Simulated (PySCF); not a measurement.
# BSe+: from the state search to spectroscopic constants

One table from this session's results is given with a row withheld; the runs are named, their logs left out.

The runs use PySCF 2.14.0; B 6-31G(d,p), Se 6-31G(d,p), no relativity.

Set-up of the first run:

Settings of the job:

```
atoms                         : B, Se
charge                        : 1
basis                         : B 6-31G(d,p), Se 6-31G(d,p)
Hamiltonian                   : no relativity
basis functions               : 46
electrons treated             : 38
masses in u                   : 11.0093, 79.9165
levels                        : PBE0, PBE, r²SCAN, r²SCANh, PW91, BHandHLYP, LC-ωPBE, HF, MP2, SCS-MP2, CCSD, CCSD(T)
grid                          : 80 radial by 434 angular points
occupations                   : held fixed by the projection of orbital angular momentum
dissociation limit            : B+ + Se, each in its ground configuration
starting distance in angstrom : 2.030
values of 2S to try           : 0, 2
```

On the command line:

```console
> OMP_NUM_THREADS=1 python dia.py task.json out
```

Steps of the session up to this table: Set-up; The PBE0 curve of the state that the search chose; Other states along the same grid; PBE; r²SCAN; r²SCANh (hybrid meta-GGA); PW91 (GGA); BHandHLYP (global hybrid GGA); LC-ωPBE; UHF; MP2 and coupled cluster.

One table of the session follows, with a row left open; its other results are not shown here.

It belongs to the step «The curves together». Energy (eV) from each level's lowest point:

```
R (Å)    UHF  UHF-MP2  UHF-SCS-MP2  UHF-CCSD  UHF-CCSD(T)
1.594  1.160    1.171        1.205       n/a          n/a
1.668  0.499    0.502        0.530     0.553        0.583
1.742      ?        ?            ?         ?            ?
1.797  0.026    0.022        0.033     0.042        0.050
1.853  0.000    0.000        0.000     0.000        0.000
1.909  0.042    0.053        0.040     0.027        0.020
1.983  0.168    0.208        0.175     0.136        0.124
2.075  0.384    0.486        0.427     0.341        0.330
2.187  0.656    0.861        0.773     0.618        0.621
2.335  0.971    1.317        1.199       n/a          n/a
```

**Question.** Estimate the row for R (Å) = 1.742.

Worked estimate for «UHF». A straight line through the neighbours (1.668, 0.499) and (1.797, 0.026) gives 0.499 + (0.026 − 0.499) × (1.742 − 1.668) / (1.797 − 1.668) = 0.228; a parabola fitted to 4 rows on both sides gives 0.131.

**Answer.** UHF: 0.144; UHF-MP2: 0.142; UHF-SCS-MP2: 0.161; UHF-CCSD: 0.177; UHF-CCSD(T): 0.195. In «UHF» the line misses by +0.084 and the parabola by -0.013.

State 3 has its PBE0 minimum 0.58 eV higher. State 4 has its PBE0 minimum 1.13 eV higher. The other levels ran on the lowest alone.
